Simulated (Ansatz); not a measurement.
**C₅H₁₃In: small, medium and large basis sets**

One table from this session's results is given with a row withheld; the runs are named, their logs left out.

Program: Ansatz 0.2.0, Gaussian basis. Level of theory: one geometry, several basis sets. These are calculated values, not measurements.

Levels to be run: PBE0-D4/def2-SVP; ωB97M-V/def2-SVP; PBE0-D4/def2-QZVPP; ωB97M-V/def2-QZVPP; the functionals' def2-TZVPP values are taken from earlier runs.

1 further run of the same task is left out (it didn't finish). Runs told in other sessions of the task aren't counted.

## The geometry

The geometry comes from an earlier relaxation with PBE0-D4 in a triple-zeta def2 set; it is a stationary point, not always the lowest conformer. In takes the def2 core potential; no spin-orbit term is included.

SMILES `CC(C)(C)[CH2][InH2]`, 19 atoms, charge 0, spin multiplicity 1.

Atoms are counted from 1 here; the program's logs count them from 0.

Bond lengths: C1–C2 1.526 Å, C1–H7 1.094 Å, C1–H8 1.094 Å, C1–H9 1.095 Å, C2–C3 1.530 Å, C2–C4 1.526 Å, C2–C5 1.530 Å, C3–H10 1.094 Å, C3–H11 1.094 Å, C3–H12 1.094 Å, C4–H13 1.094 Å, C4–H14 1.095 Å, C4–H15 1.094 Å, C5–In6 2.166 Å, C5–H16 1.097 Å, C5–H17 1.097 Å, In6–H18 1.733 Å, In6–H19 1.734 Å. Angles: C2–C1–H7 111.0°, C2–C1–H8 111.1°, C2–C1–H9 111.3°, H7–C1–H8 107.8°, H7–C1–H9 108.2°, H8–C1–H9 107.5°, C1–C2–C3 108.9°, C1–C2–C4 109.4°, C1–C2–C5 110.2°, C3–C2–C4 108.9°, C3–C2–C5 109.1°, C4–C2–C5 110.2°, C2–C3–H10 110.9°, C2–C3–H11 111.3°, C2–C3–H12 110.9°, H10–C3–H11 107.9°, H10–C3–H12 107.8°, H11–C3–H12 107.9° and more.

Set-up of the first run:

in.yaml

```yaml
crystal:
  periodic: [false, false, false]
  atoms:
    - {symbol: C, position_ang: [-0.500076, -1.480848, -0.096877]}
    - {symbol: C, position_ang: [0.383736, -0.236814, -0.110264]}
    - {symbol: C, position_ang: [1.834016, -0.655958, 0.138278]}
    - {symbol: C, position_ang: [0.290315, 0.437135, -1.476247]}
    - {symbol: C, position_ang: [-0.052066, 0.733801, 0.989548]}
    - {symbol: In, position_ang: [-2.072973, 1.508889, 0.913915]}
    - {symbol: H, position_ang: [-0.464553, -1.975558, 0.878336]}
    - {symbol: H, position_ang: [-0.173420, -2.203772, -0.849679]}
    - {symbol: H, position_ang: [-1.542902, -1.229040, -0.313979]}
    - {symbol: H, position_ang: [2.498063, 0.212813, 0.130753]}
    - {symbol: H, position_ang: [2.182706, -1.352897, -0.630041]}
    - {symbol: H, position_ang: [1.936944, -1.147238, 1.109778]}
    - {symbol: H, position_ang: [0.903214, 1.342876, -1.508365]}
    - {symbol: H, position_ang: [-0.741799, 0.715100, -1.711867]}
    - {symbol: H, position_ang: [0.639698, -0.230218, -2.269097]}
    - {symbol: H, position_ang: [0.058885, 0.264369, 1.974771]}
    - {symbol: H, position_ang: [0.610570, 1.607831, 1.007604]}
    - {symbol: H, position_ang: [-3.202259, 1.082407, -0.328959]}
    - {symbol: H, position_ang: [-2.588110, 2.607119, 2.152402]}
basis:
  gaussian: {orbitals: def2-SVP}
hamiltonian: {xc: pbe0, dispersion: d4}
output: {orbitals: {seedname: orbitals}}
```

Command:

```console
$ ansatz run in.yaml --threads 4 --pin off --events-out ev --progress --plain --max-ram 11315MiB
```

Steps of the session up to this table: PBE0-D4 in def2-SVP; ωB97M-V in def2-SVP; PBE0-D4 in def2-QZVPP; ωB97M-V in def2-QZVPP.

One of the session's tables, all rows but one given; the rest of the session is left out.

It belongs to the step «Density functionals: the series». 

| functional | basis | HOMO (eV) | LUMO (eV) |
| --- | --- | --- | --- |
| PBE0-D4 | def2-SVP | -7.10 | -1.45 |
| PBE0-D4 | def2-TZVPP | -7.11 | -1.50 |
| PBE0-D4 | def2-QZVPP | -7.12 | -1.51 |
| ωB97M-V | def2-SVP | -9.24 | 0.08 |
| ωB97M-V | def2-TZVPP | -9.26 | -0.08 |
| ωB97M-V | def2-QZVPP | ? | ? |

**Question.** Estimate the row for ωB97M-V, def2-QZVPP.

**Answer.** HOMO (eV): -9.27; LUMO (eV): -0.12. In the column «HOMO (eV)» it is the lowest.
